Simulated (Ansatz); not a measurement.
# TaAl4: the cost of one run

Program: Ansatz 0.2.0. Level of theory: DFT PBE, scalar-relativistic, plane waves, PAW. These are calculated values, not measurements.

1 further run of the same task is left out (it didn't finish). Runs told in other sessions of the task aren't counted.

## 1. The structure to begin with

It takes space group P4/nbm (No. 125, tetragonal). Conventional cell: a = 5.572 Å, b = 5.572 Å, c = 5.037 Å, α = 90.00°, β = 90.00°, γ = 90.00°. Ta (site symmetry 422) has 8 Al at 2.42 Å in its first shell of neighbours. Around Al (site symmetry m) lie 2 Ta at 2.42 Å and 7 Al at 2.74 to 2.91 Å.

Structure file:

```
CELL_PARAMETERS angstrom
5.57238 0.00000 0.00000
0.00000 5.57238 0.00000
0.00000 0.00000 5.03668
ATOMIC_POSITIONS crystal
Ta 0.50000 0.50000 0.00000
Ta 0.00000 0.00000 0.00000
Al 0.67385 0.82615 0.25178
Al 0.82615 0.32615 0.25178
Al 0.17385 0.32615 0.74822
Al 0.82615 0.67385 0.74822
Al 0.67385 0.17385 0.74822
Al 0.32615 0.82615 0.74822
Al 0.32615 0.17385 0.25178
Al 0.17385 0.67385 0.25178
```

A structure generator made this guess: species swapped into a database cell of PtPb4 (P4/nbm, No. 125), with Ta on the Pt sites and Al on the Pb sites. The dimensions are guesses.

## 2. Probe: one point on a coarse mesh

input.yaml reads:

```yaml
crystal:
  lattice:
    - [5.57237544, 0.0, 0.0]
    - [0.0, 5.57237544, 0.0]
    - [0.0, 0.0, 5.03667642]
  atoms:
    - { symbol: Ta, position: [0.5, 0.5, 0.0] }
    - { symbol: Ta, position: [0.0, 0.0, 0.0] }
    - { symbol: Al, position: [0.67385006, 0.82614994, 0.25177774] }
    - { symbol: Al, position: [0.82614994, 0.32614994, 0.25177774] }
    - { symbol: Al, position: [0.17385006, 0.32614994, 0.74822226] }
    - { symbol: Al, position: [0.82614994, 0.67385006, 0.74822226] }
    - { symbol: Al, position: [0.67385006, 0.17385006, 0.74822226] }
    - { symbol: Al, position: [0.32614994, 0.82614994, 0.74822226] }
    - { symbol: Al, position: [0.32614994, 0.17385006, 0.25177774] }
    - { symbol: Al, position: [0.17385006, 0.67385006, 0.25177774] }
basis:
  ecutwfc: 420
kpoints:
  mp_grid: { grid: [4, 4, 4] }
hamiltonian:
  xc: pbe
scf:
  occupations: { method: gaussian, width: 0.1 }
  lower_state_search: "off"
output:
  forces: true
  stress: true
  eigenvalues: true
```

Run with:

```sh
> ansatz run input.yaml --threads 1 --pin off --max-ram 2560MiB --backend cpu --events-out ev --progress --plain --runs-dir out
```

Q: Estimate wall time and peak memory on 1 thread of Intel Xeon at 2.70GHz, shared host.

About 5.7 s, with a peak of 0.43 GiB.
